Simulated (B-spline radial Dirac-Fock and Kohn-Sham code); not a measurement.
# An X-ray data sheet for Tm, step by step

What does theory give for neutral thulium? The session works out how cheaper methods do for the levels.

The numbers are computed with B-spline radial Dirac-Fock and Kohn-Sham code (version 2): a free atom or ion on a radial basis; each step names its model.

### Step 1. The system

The free thulium atom, configuration 1s2 2s2 2p6 3s2 3p6 3d10 4s2 4p6 4d10 4f13 5s2 5p6 6s2.

- nuclear charge: 69
- electrons: 69
- mass number: 169
- nuclear rms radius: 5.2256 fm

Outer shells as boxes (Hund's rule, for the drawing alone; heavy ions are jj-coupled, and the calculation averages over the configuration):

```
[Xe] core
4f [↑↓][↑↓][↑↓][↑↓][↑↓][↑↓][↑ ]
6s [↑↓]
```

### Step 2. Dirac LDA, for comparison

Model: Dirac-Kohn-Sham LDA (Slater exchange, VWN correlation), finite nucleus, spherical and without spin polarisation.

Settings, as recorded:

```ini
task = binding-ladder
Z = 69
charge = 0
configuration = 1s2 2s2 2p6 3s2 3p6 3d10 4s2 4p6 4d10 4f13 5s2 5p6 6s2
mass_number = 169
rms_radius = 5.2256  # fm
method = lda,vwn
relativity = dirac
```

From the run's result record (rounded, not every field):

```text
{
  "status": "converged",
  "shells": ["K", "L1", "L2", "L3", "M1", "M2", "M3", "M4", "M5", "N1", "N2", "N3", "N4", "N5", "N6,7", "O1", "O2", "O3", "P1"],
  "minus_eigenvalue [eV]": [59150.4, 9975.45, 9513.06, 8534.02, 2241.34, 2037.05, 1830.39, 1479.99, 1434.78, 440.906, 358.718, 311.86, 176.252, 167.727, 3.31627, 53.4369, 31.1925, 25.4284, 4.03253],
  "delta_scf [eV]": [59651.6, 10063.5, 9626.81, 8633.56, 2264.02, 2061.62, 1852.66, 1507.47, 1461.4, 449.961, 367.71, 320.584, 184.771, 176.169, 10.6263, 59.6127, 36.9558, 30.9193, 6.67764],
  "total_energy [Ha]": -13572.2581,
  "dirac_fock_binding [eV]": [59386.3, 10121.6, 9616.82, 8647.73, 2311.85, 2091.45, 1883.85, 1512.78, 1468.42, 474.682, 385.381, 338.877, 191.82, 183.391, 5.40934, 61.657, 35.0516, 29.4025, 5.08478],
  "transition_state [eV]": [59652.6, 10063.3, 9626.55, 8633.32, 2263.8, 2061.4, 1852.43, 1507.23, 1461.16, 449.752, 367.503, 320.386, 184.579, 175.98, 10.4532, 59.5268, 36.8777, 30.8463, 6.64861]
}
```

Beside the Dirac-Fock ΔSCF result with Breit and QED, in eV:

```
level       -ε    miss     ΔSCF    miss  half-electron -ε  Dirac-Fock
    K  59150.4  -235.9  59651.6  +265.3           59652.6     59386.3
   L1   9975.5  -146.2  10063.5   -58.1           10063.3     10121.6
   L2   9513.1  -103.8   9626.8   +10.0            9626.5      9616.8
   L3   8534.0  -113.7   8633.6   -14.2            8633.3      8647.7
   M1   2241.3   -70.5   2264.0   -47.8            2263.8      2311.8
   M2   2037.0   -54.4   2061.6   -29.8            2061.4      2091.4
   M3   1830.4   -53.5   1852.7   -31.2            1852.4      1883.8
   M4   1480.0   -32.8   1507.5    -5.3            1507.2      1512.8
   M5   1434.8   -33.6   1461.4    -7.0            1461.2      1468.4
   N1    440.9   -33.8    450.0   -24.7             449.8       474.7
   N2    358.7   -26.7    367.7   -17.7             367.5       385.4
   N3    311.9   -27.0    320.6   -18.3             320.4       338.9
   N4    176.3   -15.6    184.8    -7.0             184.6       191.8
   N5    167.7   -15.7    176.2    -7.2             176.0       183.4
 N6,7     3.32    -2.1    10.63    +5.2             10.45        5.41
   O1    53.44    -8.2    59.61    -2.0             59.53       61.66
   O2    31.19    -3.9    36.96    +1.9             36.88       35.05
   O3    25.43    -4.0    30.92    +1.5             30.85       29.40
   P1     4.03    -1.1     6.68    +1.6              6.65        5.08
```

### Step 3. non-relativistic HF, for comparison

Model: non-relativistic Hartree-Fock, average of configuration, point nucleus.

Recorded inputs:

```ini
task = binding-ladder
method = hf
relativity = nr
```

From the run's result record (rounded, not every field):

```text
{
  "status": "converged",
  "shells": ["1s", "2s", "2p", "3s", "3p", "3d", "4s", "4p", "4d", "4f", "5s", "5p", "6s"],
  "minus_eigenvalue [eV]": [55584.7, 9114.91, 8691.89, 2082.46, 1888.96, 1533.16, 424.804, 344.895, 201.136, 19.5722, 56.081, 32.3285, 4.92403],
  "delta_scf [eV]": [55506.6, 9066.47, 8640.0, 2054.11, 1859.88, 1501.78, 412.862, 333.295, 190.238, 11.1018, 53.6584, 30.1541, 4.74567],
  "total_energy [Ha]": -12940.1743
}
```

### Step 4. Cost and miss of the cheaper method

| method | level | eigenvalue miss (%) | ΔSCF miss (%) | time |
| --- | --- | --- | --- | --- |
| Dirac LDA | K | -0.40 | +0.45 | 30 s |

Times cover the ground state and all hole states of a step, on one thread of a shared host; states solved in an earlier step are reused, and a first call can include compiling.

### Step 5. What came out

| quantity | value |
| --- | --- |
| Dirac LDA, K: eigenvalue / ΔSCF | 59150.4 / 59651.6 eV |
| non-relativistic HF: deepest eigenvalue | -55584.7 eV |

**Reading.** Dirac LDA misses the K level by -0.4 % with its eigenvalue and by +0.4 % with ΔSCF. Breit and QED terms, which only the reference holds, shift this level by tenths of a per cent, so the eigenvalue's nearness can be cancellation. The Hartree-Fock and Dirac-Fock values hold no electron correlation.
